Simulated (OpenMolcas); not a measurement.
**CH5BN2 (SMILES NC1BN1): levels of theory compared**

Wanted: a comparison of 6 runs (HF/STO-3G, BLYP/cc-pVDZ, M06-2X/cc-pVDZ, M06-L/cc-pVDZ, PBE/cc-pVDZ, PBE0/cc-pVDZ) of CH5BN2. 

The results are computed with OpenMolcas 26.06.

1 further run of the same task is left out (set aside as unsound or not needed).

## 1. The molecule

CH5BN2: 9 atoms, total charge 0, spin state singlet. As SMILES, `NC1BN1`. The coordinates come from a PBE0-D4/def2-TZVP relaxation. This is one conformer, not always the lowest.

Bond lengths: N1–C2 1.431 Å, C2–B3 1.561 Å, C2–N4 1.467 Å, B3–N4 1.341 Å, N1–H5 1.010 Å, N1–H6 1.010 Å, C2–H7 1.092 Å, B3–H8 1.184 Å, N4–H9 1.004 Å. Some angles: N1–C2–B3 121.1°, N1–C2–N4 117.3°, B3–C2–N4 52.5°, C2–B3–N4 60.2°, C2–N4–B3 67.4°, N1–C2–H7 115.1°, B3–C2–H7 121.0°, N4–C2–H7 113.6°, C2–N1–H5 112.4°, C2–N1–H6 112.7°.

## 2. Energy and forces at HF/STO-3G (run 1)

The input, run.input:

```
>>> EXPORT MOLCAS_PRINT=2
&GATEWAY
BasLib = $CurrDir
BasisSet
N.STO-3G....
N1 0.142900 1.194400 -0.640600 angstrom
N4 -0.130500 -0.469900 1.171500 angstrom
End of Basis
BasisSet
C.STO-3G....
C2 -0.364200 -0.077200 -0.222300 angstrom
End of Basis
BasisSet
B.STO-3G....
B3 0.591200 -1.194100 0.303200 angstrom
End of Basis
BasisSet
H.STO-3G....
H5 0.784000 1.117400 -1.417000 angstrom
H6 -0.589900 1.842600 -0.892400 angstrom
H7 -1.366400 -0.317200 -0.582700 angstrom
H8 1.414200 -2.039000 0.194700 angstrom
H9 -0.392800 -0.103200 2.068300 angstrom
End of Basis
&SEWARD
&SCF
Thresholds = 1e-10 1e-07 1e-07 1e-05
PrOrbitals = 1 2
&ALASKA
```

The basis set STO-3G is read from a file made from the Basis Set Exchange's data (not shown).

Started as:

```console
$ export MOLCAS_MEM=1860
$ pymolcas run.input > run.log
```

Output:

```text
--- Start Module: gateway ---
[...]
--- Stop Module: gateway /rc=_RC_ALL_IS_WELL_ ---
[...]
      Basis functions           25
[...]
--- Start Module: scf ---
[...]
       Convergence after  12 Iterations
[...]
::    Total SCF energy                               -172.1158977279
[...]
      Total spin, S                                     0.0000000000
[...]
      Total electronic charge=   30.000000
      Total            charge=   -0.000000
[...]
      Dipole Moment (debye):
      Origin of the operator (angstrom)=    0.0385   -0.0611    0.1333
                   X= -8.4432E-01               Y=  4.5553E-02               Z= -2.4444E-01           Total=  8.8017E-01
      Quadrupole Moment (debye*angstrom):
[...]
--- Stop Module: scf /rc=_RC_ALL_IS_WELL_ ---
--- Start Module: alaska ---
[...]
 *              Molecular gradients               *
 **************************************************
  Irreducible representation: a
 ------------------------------------------------------------------------------------------
                              X                       Y                       Z
 ------------------------------------------------------------------------------------------
  N1               -1.44121597718119E-02   -1.86387193786484E-02   -1.43277205538510E-02
  N4               -1.18372345730449E-02    1.34254197095338E-02    3.11460162715029E-02
  C2                4.33981840277919E-03    3.26398540839705E-02   -1.17106885464260E-02
  B3               -3.48001786686947E-03    1.63790535462649E-03   -1.36735410200113E-02
  H5               -8.46642427029121E-03    1.67595233785930E-03    1.56813859036662E-02
  H6                1.29234425333902E-02   -9.53675878279725E-03    6.37016335148499E-03
  H7                1.09164955580665E-03   -7.16284435871350E-04    1.75381113434292E-03
  H8                1.68584669960166E-02   -1.61253348625237E-02    2.37294908928543E-04
[...]
--- Stop Module: alaska /rc=_RC_ALL_IS_WELL_ ---
[...]
```

It took 3.3 s on 1 thread of AMD EPYC 7R43 (Zen 3), shared host; peak memory 0.37 GiB.

## 3. Energy and gradient at BLYP/cc-pVDZ (run 2)

The input, struct.xyz:

```xyz
9

N      0.142900     1.194400    -0.640600
C     -0.364200    -0.077200    -0.222300
B      0.591200    -1.194100     0.303200
N     -0.130500    -0.469900     1.171500
H      0.784000     1.117400    -1.417000
H     -0.589900     1.842600    -0.892400
H     -1.366400    -0.317200    -0.582700
H      1.414200    -2.039000     0.194700
H     -0.392800    -0.103200     2.068300
```

The input, run.input:

```
* CH5BN2 Kohn-Sham DFT
&GATEWAY
BasLib
$CurrDir
Coord
struct.xyz
Basis
cc-pVDZ
Group
NoSym
&SEWARD
GridInput
Grid=UltraFine
End of Grid
&SCF
KSDFT
BLYP
Thresholds
1e-10 1e-07 1e-07 1e-05
PrOrbitals
1
&ALASKA
```

The basis set cc-pVDZ is read from a file made from the Basis Set Exchange's data (not shown).

Started as:

```console
$ export MOLCAS_MEM=1860
$ pymolcas run.input > run.log
```

Output:

```text
--- Start Module: gateway ---
[...]
--- Stop Module: gateway /rc=_RC_ALL_IS_WELL_ ---
[...]
      Basis functions           81
[...]
--- Start Module: scf ---
[...]
       Convergence after  15 Iterations
[...]
::    Total KS-DFT energy                            -175.3592133427
[...]
      Total spin, S                                     0.0000000000
[...]
      Total electronic charge=   30.000000
      Total            charge=   -0.000000
[...]
      Dipole Moment (debye):
      Origin of the operator (angstrom)=    0.0385   -0.0611    0.1333
                   X= -9.4469E-01               Y=  7.7852E-01               Z= -4.4746E-02           Total=  1.2250E+00
      Quadrupole Moment (debye*angstrom):
[...]
--- Stop Module: scf /rc=_RC_ALL_IS_WELL_ ---
[...]
--- Start Module: alaska ---
[...]
 *              Molecular gradients               *
 **************************************************
  Irreducible representation: a
 ------------------------------------------------------------------------------------------
                              X                       Y                       Z
 ------------------------------------------------------------------------------------------
  N1               -6.88096991623244E-03   -4.47742702713505E-03   -1.36358754236007E-02
  C2                3.43072105022735E-03   -2.87865181680536E-03    1.25640306750503E-02
  B3               -1.09866688915119E-02    1.24958719577588E-02    5.72572985552400E-03
  N4                1.80140487453961E-03    1.17800728414416E-03   -1.21364913205575E-02
  H5               -8.35047369748843E-03    4.77495432602049E-04    1.19376270645226E-02
  H6                1.00188216318133E-02   -9.11395740445142E-03    5.52178837319950E-03
  H7                1.15206111980033E-02    2.96349985269018E-03    3.64784670714746E-03
  H8               -4.34013851251258E-03    4.49725564670178E-03    3.74420228314742E-04
[...]
--- Stop Module: alaska /rc=_RC_ALL_IS_WELL_ ---
[...]
```

It took 50 s on 1 thread of AMD EPYC 7R43 (Zen 3), shared host; peak memory 0.45 GiB.

Runs 3 to 5 aren't shown in full; the table further down has their settings and results.

## 4. Energy and gradient at PBE0/cc-pVDZ (run 6)

The input, mol.xyz:

```xyz
9

N      0.142900     1.194400    -0.640600
C     -0.364200    -0.077200    -0.222300
B      0.591200    -1.194100     0.303200
N     -0.130500    -0.469900     1.171500
H      0.784000     1.117400    -1.417000
H     -0.589900     1.842600    -0.892400
H     -1.366400    -0.317200    -0.582700
H      1.414200    -2.039000     0.194700
H     -0.392800    -0.103200     2.068300
```

The input, run.inp:

```
* CH5BN2 Kohn-Sham DFT
>>> EXPORT MOLCAS_PRINT=2

&GATEWAY
  BasLib
  $CurrDir
  Coord
  mol.xyz
  Basis
  cc-pVDZ
  Group
  NoSym

&SEWARD
  GridInput
  Grid=UltraFine
  End of Grid

&SCF
  KSDFT
  PBE0
  Thresholds
  1e-10 1e-07 1e-07 1e-05
  PrOrbitals
  0

&ALASKA
```

The basis set cc-pVDZ is read from a file made from the Basis Set Exchange's data (not shown).

Started as:

```console
$ export MOLCAS_MEM=1860
$ pymolcas run.inp > run.log
```

Output:

```text
--- Start Module: gateway ---
[...]
--- Stop Module: gateway /rc=_RC_ALL_IS_WELL_ ---
[...]
      Basis functions           81
[...]
--- Start Module: scf ---
[...]
       Convergence after  15 Iterations
[...]
::    Total KS-DFT energy                            -175.2314574783
[...]
      Total spin, S                                     0.0000000000
[...]
      Total electronic charge=   30.000000
      Total            charge=   -0.000000
[...]
      Dipole Moment (debye):
      Origin of the operator (angstrom)=    0.0385   -0.0611    0.1333
                   X= -9.4704E-01               Y=  6.6091E-01               Z= -1.0782E-01           Total=  1.1599E+00
      Quadrupole Moment (debye*angstrom):
[...]
--- Stop Module: scf /rc=_RC_ALL_IS_WELL_ ---
[...]
--- Start Module: alaska ---
[...]
 *              Molecular gradients               *
 **************************************************
  Irreducible representation: a
 ------------------------------------------------------------------------------------------
                              X                       Y                       Z
 ------------------------------------------------------------------------------------------
  N1               -2.43269323829454E-03    1.69838010886281E-03   -9.49820112607742E-03
  C2               -1.96634533883344E-03   -5.33557787714523E-03    3.11501553002902E-03
  B3               -3.39372263818838E-03    3.56815148178491E-03    2.23692592930114E-03
  N4                1.64506621679728E-03   -1.21832678343631E-03   -5.86463759210787E-04
  H5               -2.50084659235794E-03    7.13259075281594E-04    5.37919128333098E-03
  H6                4.05790082651425E-03   -2.94078710036727E-03    2.87720503868316E-03
  H7                6.27651284109021E-03    2.10580412722838E-03    1.88262226280411E-03
  H8               -3.13943634974079E-03    3.40403215160157E-03    3.18487440352899E-04
[...]
--- Stop Module: alaska /rc=_RC_ALL_IS_WELL_ ---
[...]
```

Run time: 47 s. Hardware: 1 thread of AMD EPYC 7R43 (Zen 3), shared host; peak memory 0.45 GiB.

## 5. The series

```
run           level  integration grid  energy (Eh)  dipole moment (D)  HOMO energy (eV)  LUMO energy (eV)  wall time
  1       HF/STO-3G                 –  -172.115898               0.88             -8.29              9.04      3.3 s
  2    BLYP/cc-pVDZ         UltraFine  -175.359213               1.22             -4.89             -0.22       50 s
  3  M06-2X/cc-pVDZ         UltraFine  -175.368944               1.10             -7.93              1.59       58 s
  4   M06-L/cc-pVDZ         UltraFine  -175.423533               1.16             -5.36              0.12       66 s
  5     PBE/cc-pVDZ         UltraFine  -175.210660               1.26             -5.04             -0.37       54 s
  6    PBE0/cc-pVDZ         UltraFine  -175.231457               1.16             -6.55              0.64       47 s
```

## 6. Summary of results

| quantity | value |
| --- | --- |
| run 6: total energy | -175.23146 Eh |
| run 6: dipole moment | 1.16 D |
| run 6: HOMO energy | -6.55 eV |
| run 6: LUMO energy | 0.64 eV |
| run 6: HOMO–LUMO gap | 7.19 eV |
| run 6: largest force on an atom | 0.512 eV/Å |

In words: The dipole moment (its size) runs from 0.88 D (HF/STO-3G) to 1.26 D (PBE/cc-pVDZ). The two ends differ in method and basis. The HOMO–LUMO gap runs from 4.67 eV (PBE/cc-pVDZ) to 17.33 eV (HF/STO-3G). Totals of different functionals can't be ranked against each other. In run 1 the basis is minimal, so the values are rough. All runs together took 4.6 min, the longest 66 s.
